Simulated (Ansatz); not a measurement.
# B6As: further runs on the relaxed cell

The task here is to estimate one member of a computed series from the others.

Computed with Ansatz 0.2.0 (DFT r2SCAN, scalar-relativistic, plane waves, PAW, unless a step's input says otherwise).

1 further run of the same task is left out (set aside as unsound or not needed). Runs told in other sessions of the task aren't counted.

## Starting point

Symmetry: R-3m, No. 166, trigonal system. Conventional cell: a = 6.132 Å, b = 6.132 Å, c = 11.896 Å, α = 90.00°, β = 90.00°, γ = 120.00°. B (site symmetry m) has 6 B at 1.77 to 1.90 Å in its first shell of neighbours. B (site symmetry m) is surrounded by 5 B at 1.73 to 1.81 Å and 1 As at 2.00 Å. As (site symmetry 3m) is surrounded by 3 B at 2.00 Å.

Coordinates:

```cif
data_structure
_symmetry_space_group_name_H-M 'R-3m:H'
_symmetry_Int_Tables_number 166
_cell_length_a 6.1323
_cell_length_b 6.1323
_cell_length_c 11.8956
_cell_angle_alpha 90.000
_cell_angle_beta 90.000
_cell_angle_gamma 120.000
_cell_volume 387.40
loop_
_atom_site_label
_atom_site_type_symbol
_atom_site_symmetry_multiplicity
_atom_site_Wyckoff_symbol
_atom_site_fract_x
_atom_site_fract_y
_atom_site_fract_z
_atom_site_occupancy
B1 B 18 h 0.23005 0.46011 0.78505 1
B2 B 18 h 0.51633 0.48367 0.30541 1
As1 As 6 c 0.33333 0.66667 0.26702 1
```

It goes back to an entry of the Materials Project.

It is the result of an earlier relaxation at this level (volume 9.22 Å³/atom; gap on the mesh: 2.88 eV).

Set-up of the first run:

input.yaml reads:

```yaml
crystal:
  lattice:
    - [3.0351549382, 1.7523475206, 3.9251407049]
    - [-3.0351549382, 1.7523475206, 3.9251407049]
    - [0.0, -3.5046950412, 3.9251407049]
  atoms:
    - { symbol: B, position: [0.0151018127, 0.0151018127, 0.3249404239] }
    - { symbol: B, position: [0.0151018127, 0.3249404239, 0.0151018127] }
    - { symbol: B, position: [0.8217379156, 0.2727458789, 0.8217379156] }
    - { symbol: B, position: [0.8217379156, 0.8217379156, 0.2727458789] }
    - { symbol: B, position: [0.2727458789, 0.8217379156, 0.8217379156] }
    - { symbol: B, position: [0.7272541211, 0.1782620844, 0.1782620844] }
    - { symbol: B, position: [0.1782620844, 0.7272541211, 0.1782620844] }
    - { symbol: B, position: [0.1782620844, 0.1782620844, 0.7272541211] }
    - { symbol: B, position: [0.9848981873, 0.6750595761, 0.9848981873] }
    - { symbol: B, position: [0.9848981873, 0.9848981873, 0.6750595761] }
    - { symbol: B, position: [0.6750595761, 0.9848981873, 0.9848981873] }
    - { symbol: B, position: [0.3249404239, 0.0151018127, 0.0151018127] }
    - { symbol: As, position: [0.6003546047, 0.6003546047, 0.6003546047] }
    - { symbol: As, position: [0.3996453953, 0.3996453953, 0.3996453953] }
basis:
  ecutwfc: 500
kpoints:
  mp_grid: { grid: [6, 6, 6] }
hamiltonian:
  xc: r2scan
scf:
  occupations: { method: gaussian, width: 0.02 }
output:
  forces: true
  stress: true
  eigenvalues: true
relax:
  adjacent_minimum: "off"
  f_tol: 0.01
  max_steps: 30
  cell: { stress_tol: 0.1, fix: [volume] }
```

Command:

```sh
ansatz run input.yaml --threads 4 --pin off --max-ram 10240MiB --backend cpu --events-out ev --progress --plain --runs-dir out
```

Steps of the session up to this table: Volume × 0.97; The cell scaled to 1.03 of its volume; Volume × 0.94; Volume × 1.06; Volume × 0.91; Point at V/V0 = 1.10; Volume × 0.88.

One table of the session follows, with a row left open; its other results are not shown here.

It belongs to the step «Energy against volume». 

| volume (Å³/atom) | energy above the lowest point (meV/atom) | pressure (GPa) | gap on the mesh (eV) |
| --- | --- | --- | --- |
| 8.117 | 96.0 | 30.65 | 2.92 |
| 8.394 | ? | ? | ? |
| 8.670 | 21.7 | 13.19 | 2.95 |
| 8.947 | 5.2 | 6.14 | 2.92 |
| 9.224 | 0.0 | 0.00 | 2.88 |
| 9.500 | 4.7 | -5.32 | 2.76 |
| 9.777 | 18.0 | -9.93 | 2.57 |
| 10.146 | 47.0 | -15.14 | 2.32 |

Estimate the missing values for volume (Å³/atom) = 8.394.

Worked estimate for «energy above the lowest point (meV/atom)». A straight line through the neighbours (8.117, 96.0) and (8.670, 21.7) gives 96.0 + (21.7 − 96.0) × (8.394 − 8.117) / (8.670 − 8.117) = 58.8; a parabola fitted to 3 rows on both sides gives 51.9.

As computed: energy above the lowest point (meV/atom): 51.4; pressure (GPa): 21.31; gap on the mesh (eV): 2.94. In «energy above the lowest point (meV/atom)» the line misses by +7.4 and the parabola by +0.5.
